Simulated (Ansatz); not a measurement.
Born–Oppenheimer molecular dynamics of a periodic cell of 18 atoms, Sr2CuH6 (host Sr2CuH6, host structure Cmce). It starts from a structure without forces on its atoms.

All numbers below come from Ansatz, DFT PBEsol, scalar-relativistic, plane waves, PAW. Settings: cutoff 420 eV, k mesh 2x2x2, fermi-dirac smearing 0.05 eV, no spin polarisation.

```yaml
ensemble: NVT, Langevin thermostat
time_step: 0.5 fs
steps_asked: 200
set_temperature: 1500 K
friction: 1 /fs
seed: 645691
```

Frames 5 fs apart, positions in Å, forces in eV/Å.

Velocities at 15.0 fs (Å/ps):

```
Sr -4.65 2.99 -0.18
Sr 0.74 -2.82 -2.32
Sr -1.50 1.24 -2.51
Sr -0.53 2.92 1.56
Cu -1.62 10.30 -6.71
Cu -2.54 -6.68 -2.27
H -17.63 -5.92 10.42
H -26.80 70.57 -28.24
H 14.29 -40.02 2.86
H 44.71 -15.17 -12.79
H -40.43 26.77 -36.67
H 27.91 14.87 17.05
H 19.50 21.23 -49.65
H -43.17 -26.82 -49.18
H 3.56 -38.26 53.69
H 68.72 19.75 -53.23
H 7.98 33.72 40.79
H -27.58 13.96 28.50
```

```xyz
18
Lattice="6.7884 -2.7279 0.0000 6.7884 2.7279 0.0000 0.0000 0.0000 5.4632" Properties=species:S:1:pos:R:3:forces:R:3 time_fs=15.0 energy_less_start_eV=1.075 T=1355
Sr 8.777 -0.023 0.026 -0.24 0.39 -0.53
Sr 1.990 -0.022 2.711 -0.34 -0.30 -0.20
Sr 4.814 -0.006 -0.018 -0.04 0.12 0.18
Sr 11.623 -0.007 2.731 -0.29 -0.31 0.29
Cu -0.003 0.011 0.009 0.82 -0.31 0.01
Cu 6.755 0.060 2.747 -0.34 -0.52 -0.17
H 9.934 -1.402 1.203 0.79 -0.17 0.46
H 10.226 1.417 4.189 -0.14 -0.35 -0.19
H 3.220 1.179 4.005 0.61 0.71 0.47
H 3.555 -1.335 1.539 -0.37 -0.04 -0.53
H 12.030 -0.008 0.113 -0.32 0.00 -0.28
H 4.908 -0.112 2.821 1.23 0.39 -0.16
H 1.653 -0.030 -0.023 -0.66 0.16 -0.03
H 8.388 0.028 2.781 -0.24 -0.01 -0.18
H 6.942 1.304 1.167 -0.42 0.06 0.38
H 6.878 -1.310 3.848 -0.24 0.04 0.61
H 6.885 1.456 3.816 -0.36 -0.26 0.34
H 6.582 -1.469 1.616 0.54 0.41 -0.46
18
Lattice="6.7884 -2.7279 0.0000 6.7884 2.7279 0.0000 0.0000 0.0000 5.4632" Properties=species:S:1:pos:R:3:forces:R:3 time_fs=20.0 energy_less_start_eV=1.168 T=1821
Sr 8.781 -0.028 0.023 -0.45 0.78 -0.87
Sr 1.999 -0.029 2.691 -0.34 -0.20 -0.33
Sr 4.802 -0.003 -0.010 0.10 0.33 -0.06
Sr 11.620 0.003 2.725 -0.13 -0.41 0.41
Cu -0.012 0.007 0.006 0.55 -0.02 0.03
Cu 6.782 0.039 2.724 -0.71 -0.06 0.04
H 9.891 -1.357 1.158 1.02 -0.53 0.65
H 10.188 1.538 4.165 -0.10 -0.63 -0.14
H 3.279 1.260 3.846 0.48 0.57 0.77
H 3.692 -1.429 1.427 -0.86 0.29 -0.40
H 12.009 0.037 0.066 -0.22 -0.10 -0.26
H 4.971 -0.035 2.813 1.08 0.16 -0.17
H 1.634 0.099 -0.103 -0.61 -0.14 0.13
H 8.390 0.127 2.714 -0.12 -0.23 -0.10
H 6.748 1.411 1.396 0.06 -0.24 -0.15
H 6.785 -1.331 3.838 0.01 0.15 0.45
H 6.884 1.496 3.793 -0.32 -0.28 0.55
H 6.604 -1.608 1.580 0.56 0.56 -0.57
18
Lattice="6.7884 -2.7279 0.0000 6.7884 2.7279 0.0000 0.0000 0.0000 5.4632" Properties=species:S:1:pos:R:3:forces:R:3 time_fs=25.0 energy_less_start_eV=1.213 T=1679
Sr 8.784 -0.039 0.015 -0.51 0.79 -0.62
Sr 1.993 -0.031 2.699 -0.56 -0.17 0.03
Sr 4.788 -0.028 -0.006 0.48 0.78 0.13
Sr 11.601 0.004 2.737 -0.25 -0.16 0.26
Cu -0.003 0.024 0.030 1.13 -0.06 0.22
Cu 6.791 0.027 2.704 -0.43 0.04 0.24
H 9.815 -1.300 1.338 1.18 -0.35 0.26
H 10.145 1.653 4.256 -0.19 -1.00 -0.42
H 3.248 1.270 3.938 0.53 0.50 0.58
H 3.645 -1.298 1.440 -0.65 -0.19 -0.15
H 12.100 0.058 0.128 -1.22 -0.09 -0.26
H 5.109 -0.089 2.689 0.59 0.26 -0.03
H 1.630 -0.034 0.050 -0.50 0.10 -0.14
H 8.428 0.072 2.829 -0.40 -0.10 -0.29
H 6.766 1.575 1.482 0.05 -0.57 -0.33
H 6.723 -1.268 3.922 0.15 -0.08 0.40
H 6.749 1.478 3.765 0.01 -0.28 0.56
H 6.608 -1.563 1.563 0.59 0.58 -0.44
18
Lattice="6.7884 -2.7279 0.0000 6.7884 2.7279 0.0000 0.0000 0.0000 5.4632" Properties=species:S:1:pos:R:3:forces:R:3 time_fs=30.0 energy_less_start_eV=1.406 T=1602
Sr 8.801 -0.027 -0.006 -0.21 0.33 -0.19
Sr 2.002 -0.023 2.705 -0.52 -0.24 0.01
Sr 4.786 -0.018 -0.005 0.53 0.51 0.04
Sr 11.606 -0.013 2.740 -0.53 -0.03 0.09
Cu -0.001 0.021 0.028 1.20 0.02 0.09
Cu 6.791 0.021 2.702 0.28 -0.15 0.56
H 9.931 -1.399 1.304 0.84 0.03 0.14
H 10.071 1.612 4.290 0.10 -0.83 -0.44
H 3.321 1.104 4.044 0.37 0.88 0.26
H 3.582 -1.311 1.318 -0.48 -0.36 0.26
H 12.058 0.160 -0.016 -0.59 -0.16 -0.15
H 5.162 -0.101 2.723 0.28 0.18 -0.13
H 1.756 -0.168 0.158 -1.09 0.39 -0.43
H 8.560 0.114 2.937 -0.93 -0.11 -0.56
H 6.906 1.647 1.276 -0.31 -0.70 0.17
H 6.959 -1.254 3.960 -0.26 -0.27 0.41
H 6.531 1.405 3.835 0.59 -0.16 0.34
H 6.568 -1.584 1.602 0.74 0.66 -0.48
18
Lattice="6.7884 -2.7279 0.0000 6.7884 2.7279 0.0000 0.0000 0.0000 5.4632" Properties=species:S:1:pos:R:3:forces:R:3 time_fs=35.0 energy_less_start_eV=1.916 T=1613
Sr 8.814 -0.028 -0.008 0.11 0.09 -0.21
Sr 2.006 -0.026 2.694 -0.76 -0.02 -0.48
Sr 4.799 -0.005 0.006 0.39 0.15 -0.08
Sr 11.600 -0.018 2.734 -0.59 0.07 0.02
Cu 0.001 0.009 0.040 0.83 -0.10 -0.30
Cu 6.784 0.029 2.680 0.33 0.15 0.62
H 10.116 -1.403 1.383 0.29 0.19 -0.15
H 10.007 1.708 4.188 0.44 -1.16 0.10
H 3.412 0.968 3.965 0.28 1.25 0.43
H 3.519 -1.329 1.309 -0.29 -0.28 0.16
H 12.006 0.097 -0.065 -0.17 0.03 -0.14
H 5.143 -0.169 2.774 0.50 0.24 -0.24
H 1.859 -0.275 -0.012 -1.27 0.60 -0.10
H 8.550 0.280 2.892 -0.91 -0.43 -0.50
H 6.809 1.617 1.207 -0.08 -0.96 0.47
H 7.118 -1.183 3.822 -0.49 -0.27 0.55
H 6.499 1.512 3.823 0.72 -0.34 0.45
H 6.613 -1.778 1.550 0.66 0.80 -0.62
18
Lattice="6.7884 -2.7279 0.0000 6.7884 2.7279 0.0000 0.0000 0.0000 5.4632" Properties=species:S:1:pos:R:3:forces:R:3 time_fs=40.0 energy_less_start_eV=2.182 T=1569
Sr 8.801 -0.027 -0.009 -0.01 0.00 -0.24
Sr 2.002 -0.009 2.680 -0.71 0.00 -0.65
Sr 4.792 0.004 0.009 0.72 -0.16 -0.15
Sr 11.577 -0.023 2.735 -0.37 0.19 -0.07
Cu -0.002 0.006 0.032 0.63 -0.49 0.00
Cu 6.798 0.045 2.679 -1.79 -0.02 0.29
H 10.207 -1.353 1.277 -0.06 0.11 0.20
H 9.944 1.575 4.031 0.76 -1.08 0.48
H 3.532 0.782 3.971 -0.22 1.64 -0.03
H 3.548 -1.281 1.243 -0.53 -0.55 0.42
H 12.022 0.242 0.000 -0.24 -0.18 -0.19
H 5.015 -0.056 2.742 1.09 0.06 -0.18
H 1.953 -0.329 0.061 -1.41 0.68 -0.19
H 8.270 0.181 2.899 1.02 0.01 -0.29
H 6.717 1.502 1.367 0.09 -0.58 -0.01
H 6.992 -1.261 3.788 -0.35 -0.04 0.49
H 6.406 1.561 3.931 0.93 -0.26 0.62
H 6.674 -1.805 1.502 0.48 0.67 -0.52
18
Lattice="6.7884 -2.7279 0.0000 6.7884 2.7279 0.0000 0.0000 0.0000 5.4632" Properties=species:S:1:pos:R:3:forces:R:3 time_fs=45.0 energy_less_start_eV=2.293 T=1247
Sr 8.810 -0.012 -0.017 -0.43 -0.72 0.21
Sr 1.997 -0.010 2.677 -0.40 -0.27 -0.41
Sr 4.798 0.023 0.014 0.49 -0.29 -0.17
Sr 11.548 -0.012 2.745 0.21 0.34 0.46
Cu 0.003 -0.007 0.037 1.24 -0.76 -0.15
Cu 6.803 0.026 2.682 -2.90 -0.46 0.31
H 10.424 -1.309 1.418 -0.80 -0.15 -0.37
H 9.815 1.414 4.202 0.97 -0.14 -0.42
H 3.458 0.840 3.988 -0.04 1.50 0.21
H 3.467 -1.310 1.123 -0.29 -0.44 0.71
H 12.116 0.254 -0.093 -1.05 0.01 -0.14
H 4.932 -0.080 2.871 1.27 0.05 -0.35
H 1.924 -0.329 0.101 -1.38 0.71 -0.17
H 8.188 0.251 2.876 2.10 0.09 -0.10
H 6.623 1.467 1.384 0.23 -0.48 0.06
H 7.016 -1.400 3.808 -0.37 0.28 0.36
H 6.486 1.528 4.189 0.59 0.03 0.19
H 6.606 -1.815 1.405 0.56 0.70 -0.21
18
Lattice="6.7884 -2.7279 0.0000 6.7884 2.7279 0.0000 0.0000 0.0000 5.4632" Properties=species:S:1:pos:R:3:forces:R:3 time_fs=50.0 energy_less_start_eV=2.956 T=1306
Sr 8.804 -0.022 -0.025 -0.47 -0.89 0.40
Sr 1.990 -0.015 2.692 0.18 -0.36 -0.31
Sr 4.817 0.019 0.018 0.41 -0.33 -0.64
Sr 11.543 -0.010 2.745 0.24 0.20 0.33
Cu 0.006 -0.032 0.026 2.43 -1.01 -0.11
Cu 6.809 0.053 2.703 -3.49 -0.92 0.04
H 10.524 -1.417 1.364 -1.04 0.35 -0.01
H 9.860 1.159 4.083 0.92 0.52 -0.49
H 3.518 1.036 3.943 -0.27 0.88 0.33
H 3.431 -1.213 1.097 -0.36 -0.78 0.73
H 12.253 0.398 0.022 -2.45 0.16 -0.34
H 4.828 -0.206 2.889 1.38 0.32 -0.28
H 1.988 -0.405 -0.008 -1.44 0.91 0.10
H 8.165 0.271 2.896 2.60 0.15 -0.04
H 6.514 1.444 1.416 0.49 -0.32 0.07
H 7.056 -1.532 3.774 -0.52 0.50 0.47
H 6.571 1.391 4.316 0.30 0.26 -0.10
H 6.411 -1.643 1.320 1.08 0.35 -0.16
18
Lattice="6.7884 -2.7279 0.0000 6.7884 2.7279 0.0000 0.0000 0.0000 5.4632" Properties=species:S:1:pos:R:3:forces:R:3 time_fs=55.0 energy_less_start_eV=3.060 T=1654
Sr 8.802 -0.009 -0.031 -0.38 -0.84 0.59
Sr 1.978 -0.001 2.691 0.34 -0.01 -0.53
Sr 4.823 0.025 0.004 1.04 -0.48 -1.09
Sr 11.537 -0.021 2.744 0.07 0.23 0.05
Cu -0.014 -0.029 0.008 0.67 -0.35 -0.13
Cu 6.789 0.044 2.733 -1.82 -0.58 0.33
H 10.528 -1.559 1.187 -1.43 1.33 1.13
H 9.681 1.256 4.025 1.21 0.21 -0.28
H 3.484 1.199 4.071 -0.41 0.54 -0.04
H 3.550 -1.166 1.059 -0.96 -1.19 1.06
H 12.079 0.490 -0.038 -0.26 -0.83 -0.21
H 4.782 -0.197 3.085 1.36 0.25 -0.71
H 1.840 -0.389 -0.049 -1.23 0.86 0.10
H 8.211 0.317 3.053 1.00 -0.17 -0.31
H 6.693 1.559 1.551 0.02 -0.52 -0.12
H 7.043 -1.660 3.833 -0.56 0.56 0.51
H 6.522 1.242 4.488 0.52 0.66 -0.40
H 6.485 -1.567 1.256 0.84 0.33 0.06
18
Lattice="6.7884 -2.7279 0.0000 6.7884 2.7279 0.0000 0.0000 0.0000 5.4632" Properties=species:S:1:pos:R:3:forces:R:3 time_fs=60.0 energy_less_start_eV=3.823 T=1289
Sr 8.793 -0.013 -0.044 -0.14 -0.45 0.23
Sr 1.990 -0.002 2.715 0.01 0.18 -0.85
Sr 4.831 0.017 0.010 2.30 -0.04 -1.74
Sr 11.518 -0.039 2.739 0.36 0.23 -0.16
Cu -0.006 -0.037 0.020 0.39 -0.22 -0.59
Cu 6.788 0.043 2.740 -3.87 -1.18 -0.24
H 10.478 -1.506 1.042 -1.45 1.37 1.40
H 9.783 1.231 3.872 0.91 -0.21 0.26
H 3.514 1.135 4.073 -0.52 0.69 -0.13
H 3.560 -0.984 0.870 -2.24 -2.28 2.01
H 12.013 0.366 -0.082 -0.08 -0.53 0.02
H 4.842 -0.115 3.067 1.39 0.09 -0.81
H 1.749 -0.439 -0.107 -0.97 0.98 0.14
H 8.055 0.381 3.080 3.00 0.36 0.23
H 6.772 1.710 1.332 -0.17 -0.65 0.40
H 6.997 -1.792 3.983 -0.39 0.42 0.49
H 6.428 1.223 4.613 0.90 0.82 -0.74
H 6.612 -1.539 1.280 0.56 0.42 0.08
18
Lattice="6.7884 -2.7279 0.0000 6.7884 2.7279 0.0000 0.0000 0.0000 5.4632" Properties=species:S:1:pos:R:3:forces:R:3 time_fs=65.0 energy_less_start_eV=2.592 T=1200
Sr 8.803 -0.008 -0.065 -0.22 -0.26 0.27
Sr 1.980 0.006 2.720 0.14 0.12 -0.85
Sr 4.825 0.009 0.025 1.42 0.34 -0.89
Sr 11.513 -0.034 2.738 0.58 0.16 -0.26
Cu -0.001 -0.023 0.010 0.21 -0.02 0.14
Cu 6.797 0.035 2.736 -2.50 -0.60 -0.22
H 10.323 -1.472 1.192 -0.63 0.67 0.59
H 9.793 1.160 3.745 0.82 -0.10 0.50
H 3.559 1.169 4.047 -0.55 0.49 0.02
H 3.374 -1.010 0.834 -1.33 -1.49 1.43
H 11.915 0.353 0.036 0.46 -0.59 -0.10
H 4.986 -0.023 2.860 1.22 -0.07 -0.34
H 1.722 -0.228 -0.018 -0.73 0.43 0.00
H 8.143 0.296 3.116 1.66 -0.05 -0.13
H 6.932 1.618 1.386 -0.44 -0.52 0.09
H 7.033 -1.871 3.923 -0.71 0.66 0.71
H 6.531 1.333 4.620 0.43 0.20 -0.68
H 6.779 -1.690 1.417 0.17 0.62 -0.28
18
Lattice="6.7884 -2.7279 0.0000 6.7884 2.7279 0.0000 0.0000 0.0000 5.4632" Properties=species:S:1:pos:R:3:forces:R:3 time_fs=70.0 energy_less_start_eV=2.595 T=1825
Sr 8.811 -0.018 -0.076 -0.48 -0.15 0.30
Sr 1.972 0.015 2.717 0.09 0.31 -0.48
Sr 4.818 0.013 0.034 1.14 0.29 -0.18
Sr 11.525 -0.051 2.725 0.52 0.43 -0.21
Cu -0.013 -0.021 0.000 0.33 0.77 0.64
Cu 6.793 0.057 2.741 -3.80 -0.77 -0.66
H 10.150 -1.386 1.270 0.00 0.16 0.24
H 9.739 1.130 3.707 0.92 -0.13 0.50
H 3.711 1.141 4.080 -1.08 0.67 -0.22
H 3.413 -1.155 0.908 -0.87 -1.00 1.17
H 12.030 0.387 0.084 -0.19 -0.58 -0.11
H 4.899 0.063 2.962 1.40 -0.19 -0.60
H 1.557 -0.126 0.036 0.26 0.14 -0.14
H 8.064 0.258 3.147 3.06 0.23 0.32
H 7.021 1.728 1.426 -0.75 -0.67 -0.03
H 6.991 -1.779 4.031 -0.49 0.52 0.31
H 6.608 1.422 4.596 0.09 -0.45 -0.84
H 6.917 -1.500 1.328 -0.16 0.44 -0.01
```

Of the whole run (100 fs, mean temperature of the second half 1500 K): A run of 0.1 ps of so small a system gives no equilibrium averages. The friction is so strong that the motion is overdamped, so the time scale means little. Limits of this set-up: coarse k mesh.

Time of the run: 15 min on 1 thread of Arm Neoverse V1, on a shared host, peak memory 0.53 GiB.
